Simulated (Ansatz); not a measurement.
**C2H9GaN2S: one species, many methods**

An exercise on one series of results from a longer session: the logs are not shown, and one member is left open.

The runs use Ansatz 0.2.0, Gaussian basis; functionals in def2-TZVPP, the program's frozen cores in correlated methods.

The runs, in order: PBE-D4, r2SCAN-D4, PBE0-D4, B3LYP-D4, ωB97X-V, ωB97M-V, B2PLYP; CCSD(T)/def2-TZVPP; MP2/def2-QZVPP; extrapolation to the limit.

## The relaxed structure

All runs share one geometry, relaxed beforehand with PBE0-D4 in a triple-zeta def2 set.

SMILES `C[N](C)[Ga]([NH2])[SH]`, 15 atoms, charge 0, spin multiplicity 1.

Atoms are counted from 1 here; the program's logs count them from 0.

Bond lengths: C1–N2 1.438 Å, C1–H7 1.092 Å, C1–H8 1.100 Å, C1–H9 1.101 Å, N2–C3 1.438 Å, N2–Ga4 1.815 Å, C3–H10 1.100 Å, C3–H11 1.100 Å, C3–H12 1.092 Å, Ga4–N5 1.822 Å, Ga4–S6 2.205 Å, N5–H13 1.007 Å, N5–H14 1.007 Å, S6–H15 1.343 Å. Angles: N2–C1–H7 111.2°, N2–C1–H8 111.6°, N2–C1–H9 111.8°, H7–C1–H8 107.3°, H7–C1–H9 107.6°, H8–C1–H9 107.1°, C1–N2–C3 113.5°, C1–N2–Ga4 123.3°, C3–N2–Ga4 123.2°, N2–C3–H10 111.7°, N2–C3–H11 111.6°, N2–C3–H12 111.1°, H10–C3–H11 107.2°, H10–C3–H12 107.5°, H11–C3–H12 107.5°, N2–Ga4–N5 121.1°, N2–Ga4–S6 117.1°, N5–Ga4–S6 121.7° and more.

Set-up of the first run:

in.yaml reads:

```yaml
crystal:
  periodic: [false, false, false]
  atoms:
    - {symbol: C, position_ang: [0.992160, -0.630365, -1.354076]}
    - {symbol: N, position_ang: [0.232373, -0.618343, -0.133569]}
    - {symbol: C, position_ang: [0.167703, -1.900665, 0.513835]}
    - {symbol: Ga, position_ang: [-0.573804, 0.869765, 0.523017]}
    - {symbol: N, position_ang: [-0.496469, 2.454476, -0.372264]}
    - {symbol: S, position_ang: [-1.748226, 0.642542, 2.375763]}
    - {symbol: H, position_ang: [0.997909, 0.355152, -1.825417]}
    - {symbol: H, position_ang: [0.574065, -1.339051, -2.084653]}
    - {symbol: H, position_ang: [2.039132, -0.922455, -1.181697]}
    - {symbol: H, position_ang: [1.168010, -2.271545, 0.783012]}
    - {symbol: H, position_ang: [-0.297201, -2.658998, -0.133772]}
    - {symbol: H, position_ang: [-0.420938, -1.847598, 1.432406]}
    - {symbol: H, position_ang: [-0.752744, 3.307589, 0.096586]}
    - {symbol: H, position_ang: [0.237885, 2.626919, -1.039582]}
    - {symbol: H, position_ang: [-2.119866, 1.932577, 2.400401]}
basis:
  gaussian: {orbitals: def2-TZVPP}
hamiltonian: {xc: pbe, dispersion: d4}
output: {forces: true, orbitals: {seedname: orbitals}}
```

Run with:

```
$ ansatz run in.yaml --threads 2 --pin off --events-out ev --progress --plain --max-ram 32768MiB --backend cuda --devices 0, --max-vram 18GiB
```

Steps of the session up to this table: PBE-D4 (GGA); r2SCAN-D4 (meta-GGA); PBE0-D4 (hybrid); B3LYP-D4 (hybrid); ωB97X-V (range-separated); ωB97M-V (range-separated); B2PLYP (double hybrid); CCSD(T) in def2-TZVPP; MP2 in def2-QZVPP.

One table of the session follows, with a row left open; its other results are not shown here.

```
            method  atomisation energy (eV)
            PBE-D4                   55.274
         r2SCAN-D4                   54.200
           PBE0-D4                   54.329
          B3LYP-D4                   54.244
           ωB97X-V                   54.538
           ωB97M-V                   54.391
            B2PLYP                   53.607
     HF/def2-TZVPP                   38.004
    MP2/def2-TZVPP                   53.551
   CCSD/def2-TZVPP                        ?
CCSD(T)/def2-TZVPP                   52.906
           MP2/CBS                   55.028
       CCSD(T)/CBS                   54.383
```

**Question.** Estimate the row for CCSD/def2-TZVPP.

As computed: atomisation energy (eV): 52.058. In the column «atomisation energy (eV)» it lies between HF/def2-TZVPP (38.004) and CCSD(T)/def2-TZVPP (52.906).

To keep in mind: Free atoms (2 C, 2 N, 1 Ga, 1 S, 9 H) were run apart at each level; the atomisation energy is their sum less the molecule, without zero-point or spin-orbit terms.
